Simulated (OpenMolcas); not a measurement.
# Ta²⁺ among point charges: CASSCF and CASPT2 levels and susceptibility

How does a field of 6 point charges split the states of Ta²⁺, and what χT follows?

The numbers are computed with OpenMolcas 26.06 (state-averaged CASSCF and CASPT2, spin-orbit coupling by RASSI with atomic mean-field integrals), except any that are marked as measured or tabulated.

## Step 1: What is computed

| Property | Result |
| --- | --- |
| Species | Ta²⁺ (tantalum, Z = 73, 71 electrons) |
| Basis | ANO-RCC-VDZP [7s6p4d2f1g], 68 functions |
| Scalar Hamiltonian | DKH2, point nucleus |
| Inactive shells | 1s 2s 2p 3s 3p 3d 4s 4p 4d 4f 5s 5p |
| Active space | 3 electrons in 5 orbitals (5d) |
| Some configurations of this space | 5d³ |
| Orbitals | optimised for each spin and parity, averaged over all roots |

Outer shells as boxes (Hund's rule):

5d3
```
5d [↑ ][↑ ][↑ ][  ][  ]
```

The ion sits among 6 point charges of -1.7 e arranged as an octahedron (Oh), 2.09 Å from the ion.

The work runs as a chain of OpenMolcas steps in one folder; each step below is one input file. Labels, J, g values, rates, χT and fits are worked out afterwards by a script from the matrices that RASSI stores. The input lists half of the charges; inversion (Group=XYZ) makes the rest.

## Step 2: GATEWAY and SEWARD: basis and integrals

Input file a.inp:

```
&GATEWAY
Coord
1

Ta 0.0 0.0 0.0
Basis=ANO-RCC-VDZP
Group=XYZ
NoMove
AngMom=0.0 0.0 0.0
AMFI
XField
3 Angstrom 0
2.090000 0.000000 0.000000 -1.700000
0.000000 2.090000 0.000000 -1.700000
0.000000 0.000000 2.090000 -1.700000
&SEWARD
```

On the command line:

```console
$ OMP_NUM_THREADS=1 MOLCAS_MEM=1689 MOLCAS_PROJECT=a pymolcas a.inp > a.log
```

## Step 3: CASSCF: quartets of even parity, 10 roots

Input file a.inp:

```
&RASSCF
FileOrb=start.orb
Symmetry=1
Spin=4
nActEl=3 0 0
Inactive=15 19
Ras2=5 0
CIRoot=10 10 1
SDav=10
CIMx=300
Iter=120 100
PrWF=0.3
OrbListing=Nothing
MaxOrb=0
>>> COPY $Project.JobIph JOB001
```

start.orb holds the contracted functions of the basis, ordered by shell, or the orbitals of the step before.

## Step 4: Reference wave functions, doublets of even parity, 40 roots

Input file a.inp:

```
&RASSCF
FileOrb=start.orb
Symmetry=1
Spin=2
nActEl=3 0 0
Inactive=15 19
Ras2=5 0
CIRoot=40 40 1
SDav=40
CIMx=300
Iter=120 100
PrWF=0.3
OrbListing=Nothing
MaxOrb=0
>>> COPY $Project.JobIph JOB002
```

## Step 5: RASSI: spin-orbit coupling between the states

Input file a.inp:

```
&RASSI
NrOfJobIphs=2 10 40
1 2 3 4 5 6 7 8 9 10
1 2 3 4 5 6 7 8 9 10 11 12 13 14 15 16 17 18 19 20 21 22 23 24 25 26 27
28 29 30 31 32 33 34 35 36 37 38 39 40
IphNames
JOB001
JOB002
EJob
SpinOrbit
DIPRint=1.0
SOCoupling=1000.0
Subsets=2
Property=9
'ANGMOM' 1 'ANGMOM' 2 'ANGMOM' 3 'MLTPL  1' 1 'MLTPL  1' 2 'MLTPL  1' 3
'AMFI' 1 'AMFI' 2 'AMFI' 3
SOProperty=3
'ANGMOM' 1 'ANGMOM' 2 'ANGMOM' 3
```

## Step 6: CASPT2: IPEA 0.25, imaginary shift 0.1 (closed shells correlated: 4f 5s 5p)

Input file a.inp:

```
>>> COPY JOB001 $Project.JobIph
&CASPT2
Multistate=10 1 2 3 4 5 6 7 8 9 10
NoMult
Frozen=14 9
IPEA=0.25
Imaginary=0.1
MaxIter=60
WThr=0.0 0.3 0.05
PrWF=0.5
NoMix
>>> COPY JOB002 $Project.JobIph
&CASPT2
Multistate=40 1 2 3 4 5 6 7 8 9 10 11 12 13 14 15 16 17 18 19 20 21 22
23 24 25 26 27 28 29 30 31 32 33 34 35 36 37 38 39 40
NoMult
Frozen=14 9
IPEA=0.25
Imaginary=0.1
MaxIter=60
WThr=0.0 0.3 0.05
PrWF=0.5
NoMix
```

(Steps that only read results are left out.)

Before running it: what results should come out? Wanted: spin-free ground state; first state of the same spin within the active space; lowest level; next level.

As calculated:

| quantity | value |
| --- | --- |
| method | SS-CASPT2, IPEA 0.25, imaginary shift 0.1 (closed shells correlated: 4f 5s 5p) |
| spin-free ground state | 4A2, 1-fold in its orbital part |
| first state of the same spin within the active space | 4T2 at 21600 cm⁻¹ |
| lowest level | 4-fold Γ8 |
| next level | 9823.3 cm⁻¹ |
| χT at 300 K | 1.42 cm³ K/mol |
| effective moment at 300 K | 3.37 μB |

Cost by method:

| method | time of its own steps | time with the reference |
| --- | --- | --- |
| A. CASSCF | 11 s | 11 s |
| B. SS-CASPT2, IPEA 0.25, imaginary shift 0.1, +4f 5s 5p | 9.2 s | 20 s |

Times are of one thread on a shared host.

In words: The spin-free ground state (4A2) comes to 100 % from free-ion F terms and keeps the highest spin of the shell. χT at 300 K is 1.42, against 1.88 cm³ K/mol for the spin alone, so spin-orbit coupling lowers it. A ligand-field fit to the states below 45000 cm-1 gives 10Dq = 22003 cm-1, B = 511 cm-1 and C = 2059 cm-1 (C/B = 4.03), with a deviation of 269 cm-1. CASPT2 does not keep the components of a term degenerate, and the means are used. The field of point charges can differ much from that of real complexes. This is an electrostatic model: the charges have no orbitals.
